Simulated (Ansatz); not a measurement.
# WSe2: the cost of one run

Computed with Ansatz 0.2.0 (DFT r2SCAN, scalar-relativistic, plane waves, PAW, unless a step's input says otherwise).

## (1) The structure to begin with

It takes space group P6_3/mmc (No. 194, hexagonal). The conventional cell has a = 3.315 Å, b = 3.315 Å, c = 13.729 Å, α = 90.00°, β = 90.00°, γ = 120.00°. W (site symmetry -6m2) has 6 Se at 2.53 Å as nearest neighbours. Around Se (site symmetry 3m) lie 3 W at 2.53 Å.

As a file:

```
W Se
1.0
     3.31512    0.00000    0.00000
    -1.65756    2.87097    0.00000
     0.00000    0.00000   13.72892
W Se
2 4
Direct
  0.66667 0.33333 0.75000
  0.33333 0.66667 0.25000
  0.33333 0.66667 0.87105
  0.66667 0.33333 0.37105
  0.33333 0.66667 0.62895
  0.66667 0.33333 0.12895
```

It goes back to an entry of the Materials Project.

It is the result of an earlier relaxation at this level (volume 21.78 Å³/atom; gap on the mesh: 1.35 eV).

The unstrained cell comes from an earlier run at this level (6 atoms, E(σ→0) -42710.7818 eV, gap 1.33 eV over the zone).

## (2) At -1.0 %

input.yaml

```yaml
crystal:
  lattice:
    - [3.2819644797, 0.0, 0.0]
    - [-1.6409822399, 2.8422646138, 0.0]
    - [0.0, 0.0, 13.8112896731]
  atoms:
    - { symbol: W, position: [0.6666666667, 0.3333333333, 0.75] }
    - { symbol: W, position: [0.3333333333, 0.6666666667, 0.25] }
    - { symbol: Se, position: [0.3333333333, 0.6666666667, 0.8710528356] }
    - { symbol: Se, position: [0.6666666667, 0.3333333333, 0.3710528356] }
    - { symbol: Se, position: [0.3333333333, 0.6666666667, 0.6289471644] }
    - { symbol: Se, position: [0.6666666667, 0.3333333333, 0.1289471644] }
basis:
  ecutwfc: 500
kpoints:
  mp_grid: { grid: [12, 12, 2] }
hamiltonian:
  xc: r2scan
scf:
  occupations: { method: gaussian, width: 0.02 }
output:
  forces: true
  stress: true
  eigenvalues: true
  write_density: true
  write_potential: true
  elf: true
  volumetric_format: npy
relax:
  adjacent_minimum: "off"
  f_tol: 0.008
  max_steps: 40
  cell: { stress_tol: 0.015, fix: [a, b, gamma] }
```

The run is started by

```sh
> ansatz run input.yaml --threads 1 --pin off --max-ram 2560MiB --backend cpu --events-out ev --progress --plain --runs-dir out
```

**Question.** How long does this run take on 1 thread of Intel Xeon 6975P-C (Granite Rapids), shared host, and how much memory does it need?

About 1.9 min, with a peak of 0.87 GiB.
